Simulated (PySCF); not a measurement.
# Towards the basis-set limit for GeCl+

The task here is to estimate one member of a computed series from the others.

Computed with PySCF 2.14.0. Level: CCSD(T) on RHF, scalar-relativistic core potentials.

2 further runs of the same task are left out: 2 set aside as unsound or not needed.

The first run:

```yaml
molecule: GeCl+
state: singlet, unpaired electrons none
smaller_basis: Ge cc-pwCVDZ-PP with ECP10, Cl aug-cc-pV(D+d)Z
larger_basis: Ge cc-pwCVTZ-PP with ECP10, Cl aug-cc-pV(T+d)Z
frozen_core_orbitals: 9
extrapolation: correlation as n⁻³ (n = 2, 3), Hartree–Fock as (n+1)·exp(−9√n)
corrections: core–valence correlation
distances_Å: 1.8228, 1.9056, 1.9885, 2.0713, 2.1542, 2.2578, 2.3613
masses_u: 73.9212, 34.9689
dissociation_limit: Ge+ + Cl
```

Launch:

```
$ OMP_NUM_THREADS=4 python comp.py task.json out
```

Among the steps run: Coupled cluster at each distance.

One of the session's tables, all rows but one given; the rest of the session is left out.

Parts of the energy along the bond, in eV from Ge+ + Cl:

| R (Å) | HF/CBS | CCSD corr. | (T) | core–valence |
| --- | --- | --- | --- | --- |
| 1.8228 | -2.247 | -1.306 | -0.1853 | -0.0224 |
| 1.9056 | ? | ? | ? | ? |
| 1.9885 | -3.076 | -1.270 | -0.2058 | -0.0132 |
| 2.0713 | -3.122 | -1.262 | -0.2179 | -0.0099 |
| 2.1542 | -3.017 | -1.259 | -0.2309 | -0.0073 |
| 2.2578 | -2.744 | -1.259 | -0.2482 | -0.0048 |
| 2.3613 | -2.374 | -1.262 | -0.2664 | -0.0029 |

Q: Estimate the row for R (Å) = 1.9056 from the others.

Worked estimate for «HF/CBS». A straight line through the neighbours (1.8228, -2.247) and (1.9885, -3.076) gives -2.247 + (-3.076 + 2.247) × (1.9056 − 1.8228) / (1.9885 − 1.8228) = -2.661; a parabola fitted to 3 rows on both sides gives -2.784.

The run gave: HF/CBS: -2.815; CCSD corr.: -1.283; (T): -0.1948; core–valence: -0.0173. In «HF/CBS» the line misses by +0.154 and the parabola by +0.031.

Caveats from the session: Spin–orbit coupling and excitations beyond (T) are left out. An extrapolation from double and triple zeta is rough, so this isn't yet the limit.
